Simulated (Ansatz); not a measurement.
# ClH4NO2Si2: the cost of one run

Method: RKS PBE/def2-SVP, in Ansatz 0.2.0.

## Step 1: Starting point

Bond lengths: N1–Si2 1.732 Å, Si2–O3 1.520 Å, O3–Si4 1.451 Å, Si4–O5 1.688 Å, Si4–Cl6 2.140 Å, N1–H7 1.024 Å, N1–H8 1.031 Å, Si2–H9 1.479 Å, O5–H10 0.955 Å. Angles: N1–Si2–O3 104.5°, N1–Si2–H9 105.1°, O3–Si2–H9 105.5°, Si2–N1–H7 104.7°, Si2–N1–H8 102.4°, H7–N1–H8 102.4°, Si2–O3–Si4 175.5°, O3–Si4–O5 106.0°, O3–Si4–Cl6 98.8°, O5–Si4–Cl6 99.7°, Si4–O5–H10 112.0°.

Coordinates:

```xyz
10

N     0.5210   -1.8344    0.4917
Si    0.9531   -0.3725    1.3139
O     0.1702    0.7138    0.5946
Si   -0.4791    1.8081   -0.1037
O    -0.4827    1.3809   -1.7363
Cl   -2.5107    1.3549    0.3927
H     0.8053   -1.6792   -0.4798
H    -0.5060   -1.7624    0.4362
H     2.3703   -0.1367    0.9617
H    -0.7582    0.4764   -1.8679
```

## Step 2: Relaxing end A

The input, input.yaml:

```yaml
crystal:
  periodic: [false, false, false]
  atoms:
    - { symbol: "N", position_ang: [0.521, -1.8344, 0.4917] }
    - { symbol: Si, position_ang: [0.9531, -0.3725, 1.3139] }
    - { symbol: O, position_ang: [0.1702, 0.7138, 0.5946] }
    - { symbol: Si, position_ang: [-0.4791, 1.8081, -0.1037] }
    - { symbol: O, position_ang: [-0.4827, 1.3809, -1.7363] }
    - { symbol: Cl, position_ang: [-2.5107, 1.3549, 0.3927] }
    - { symbol: H, position_ang: [0.8053, -1.6792, -0.4798] }
    - { symbol: H, position_ang: [-0.506, -1.7624, 0.4362] }
    - { symbol: H, position_ang: [2.3703, -0.1367, 0.9617] }
    - { symbol: H, position_ang: [-0.7582, 0.4764, -1.8679] }
basis:
  gaussian: { orbitals: def2-SVP }
hamiltonian:
  xc: pbe
relax:
  f_tol: 0.015
  max_steps: 40
output:
  orbitals: {}
```

The run is started by

```sh
ansatz run input.yaml --threads 2 --pin off --max-ram 3072MiB --backend cpu --events-out ev --progress --plain --runs-dir out
```

**Question.** How long does this run take on 2 threads of Arm Neoverse V1, shared host, and how much memory does it need?

About 80 s, with a peak of 0.16 GiB.
